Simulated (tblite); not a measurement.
# CH9GeOSi2: the cost of one run

Programs: tblite 0.8.0 and PySCF 2.14.0. All values are calculated, for the isolated system unless a continuum is named. Atoms count from 0, parts from 1.

### Step 1. Starting point

14 atoms, charge 0, multiplicity 2; geometry: distance geometry start.

### Step 2. Relaxing the cluster with GFN2-xTB

Job settings and geometry (Å):

```
{"job": {"kind": "relax", "xc": "GFN2-xTB", "basis": "xTB"}, "charge": 0, "multiplicity": 2}
C      0.386988    -0.433896    -0.721741
Si     0.655968     1.383494    -0.752345
Si     1.442631    -1.387293     0.468489
O     -0.909932    -0.892391    -0.836255
Ge    -2.064725    -0.046434     0.211981
H      1.291444     1.720057    -2.002891
H     -0.519945     2.146230    -0.453232
H      1.675949     1.680858     0.307391
H      2.709581    -0.606066     0.620462
H      1.792793    -2.686138    -0.095655
H      0.893627    -1.471163     1.817895
H     -2.437949     1.314853    -0.413153
H     -1.513065     0.191630     1.628018
H     -3.374679    -0.873104     0.251558
```

Method: GFN2-xTB geometry optimisation, gas phase.

Started as:

```console
$ OMP_NUM_THREADS=1 python cluster_run.py task.json out
```

One launch serves the whole session: the jobs run in the order shown.

**Question.** How long does this first job take on 1 thread of Intel Xeon Platinum 8488C, shared host?

About 3.8 s.
